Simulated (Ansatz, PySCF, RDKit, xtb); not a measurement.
**C4H7NSi: ranking a sample of isomers**

Which of a sample of isomers of C4H7NSi is the most stable in the gas at 298.15 K, and what are its properties? The sample is small against all isomers, and the most stable one of this formula need not be in it.

Plan: many cheap relaxations first (GFN2-xTB), then density-functional screening, relaxation at PBE-D3(BJ)/def2-SVP, vibrations (at GFN2-xTB) and a final energy. The numbers are computed, not measured.

### 1 Candidates

Isomers were taken from a list of plausible structures; this is a sample, not all of them. That gives 3 candidates.

```
label            SMILES     spin
 c379  [SiH3]c1ccc[nH]1  singlet
 c416     [SiH3]n1cccc1  singlet
 c766  [SiH3]c1cc[nH]c1  singlet
```

Candidates are built by distance geometry, with a force field where one applies, in up to four conformers (letters a to d).

Q: Predict the outcome of this search (final energies at CCSD(T)/def2-SVP + MP2/def2-TZVPP - MP2/def2-SVP).

| quantity | value |
| --- | --- |
| lowest structure found | [SiH3]n1cccc1, singlet |
| next finalist | [SiH3]c1cc[nH]c1, singlet, 10.0 kcal/mol higher in G |
| share at equilibrium, among the finalists | 100.0 % |
| dipole moment (PBE0/def2-SVPD) | 1.35 D |
| HOMO energy (PBE0/def2-SVPD) | -6.24 eV |
| LUMO energy (PBE0/def2-SVPD) | 0.11 eV |
| HOMO–LUMO gap (PBE0/def2-SVPD) | 6.35 eV |
| lowest excitation (TD-PBE0/def2-SVPD) | 5.28 eV (f = 0.000) |
| strongest of the states computed, same level | 6.55 eV (f = 0.148) |
| lowest triplet excitation, same level, Tamm-Dancoff | 4.00 eV |
| vertical ionisation energy | 8.18 eV |
| vertical electron affinity | -1.51 eV (unbound: the value depends on the basis) |
| vertical triplet less singlet | +4.03 eV |

The lowest structure found is `[SiH3]n1cccc1`. Among the finalists first place is clear (10.0 kcal/mol); structures outside the list aren't covered. GFN2-xTB, HF/STO-3G, r2SCAN-D4/def2-SVP, PBE-D3(BJ)/def2-SVP, HF/def2-SVP and MP2/def2-SVP already put its bonding pattern lowest among the structures in one piece. Lowest found is not proven lowest: the search is finite, and each finalist counts with one conformer. Only 3 drawn patterns were tried, so whole families of isomers are missing, and the result ranks this sample alone.
